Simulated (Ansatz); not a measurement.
# Cs2RbInF6: the cost of one run

Computed with Ansatz 0.2.0 (DFT r2SCAN, scalar-relativistic, plane waves, PAW, unless a step's input says otherwise).

## (1) The system as given

The structure is cubic, space group Fm-3m (No. 225). Conventional cell: a = 9.639 Å, b = 9.639 Å, c = 9.639 Å, α = 90.00°, β = 90.00°, γ = 90.00°. Cs (site symmetry -43m) is surrounded by 12 F at 3.42 Å. Rb (site symmetry m-3m) has 6 F at 2.70 Å in its first shell of neighbours. Around In (site symmetry m-3m) lie 6 F at 2.11 Å. F (site symmetry 4mm) is surrounded by 1 In at 2.11 Å and 1 Rb at 2.70 Å.

Structure file:

```cif
data_structure
_symmetry_space_group_name_H-M 'P 1'
_symmetry_Int_Tables_number 1
_cell_length_a 6.8155
_cell_length_b 6.8155
_cell_length_c 6.8155
_cell_angle_alpha 60.000
_cell_angle_beta 60.000
_cell_angle_gamma 60.000
_cell_volume 223.86
loop_
_atom_site_label
_atom_site_type_symbol
_atom_site_fract_x
_atom_site_fract_y
_atom_site_fract_z
_atom_site_occupancy
Cs1 Cs 0.75000 0.75000 0.75000 1
Cs2 Cs 0.25000 0.25000 0.25000 1
Rb1 Rb 0.50000 0.50000 0.50000 1
In1 In 0.00000 0.00000 0.00000 1
F1 F 0.78057 0.21943 0.21943 1
F2 F 0.21943 0.21943 0.78057 1
F3 F 0.21943 0.78057 0.78057 1
F4 F 0.21943 0.78057 0.21943 1
F5 F 0.78057 0.21943 0.78057 1
F6 F 0.78057 0.78057 0.21943 1
```

(A quick probe on a coarse mesh, which set the mesh and smearing, is not shown.)

## (3) Full relaxation

Input file input.yaml:

```yaml
crystal:
  lattice:
    - [0.0, 4.819259, 4.819259]
    - [4.819259, 0.0, 4.819259]
    - [4.819259, 4.819259, 0.0]
  atoms:
    - { symbol: Cs, position: [0.75, 0.75, 0.75] }
    - { symbol: Cs, position: [0.25, 0.25, 0.25] }
    - { symbol: Rb, position: [0.5, 0.5, 0.5] }
    - { symbol: In, position: [0.0, 0.0, 0.0] }
    - { symbol: F, position: [0.780571, 0.219429, 0.219429] }
    - { symbol: F, position: [0.219429, 0.219429, 0.780571] }
    - { symbol: F, position: [0.219429, 0.780571, 0.780571] }
    - { symbol: F, position: [0.219429, 0.780571, 0.219429] }
    - { symbol: F, position: [0.780571, 0.219429, 0.780571] }
    - { symbol: F, position: [0.780571, 0.780571, 0.219429] }
basis:
  ecutwfc: 500
kpoints:
  mp_grid: { grid: [4, 4, 4] }
hamiltonian:
  xc: r2scan
scf:
  occupations: { method: gaussian, width: 0.02 }
output:
  forces: true
  stress: true
  eigenvalues: true
relax:
  adjacent_minimum: "off"
  f_tol: 0.01
  max_steps: 80
  cell: { stress_tol: 0.05 }
```

On the command line:

```
$ ansatz run input.yaml --threads 1 --pin off --max-ram 2560MiB --backend cpu --events-out ev --progress --plain --runs-dir out
```

Q: Estimate wall time and peak memory on 1 thread of Arm Neoverse V2, shared host.

About 61 s, with a peak of 1.1 GiB.
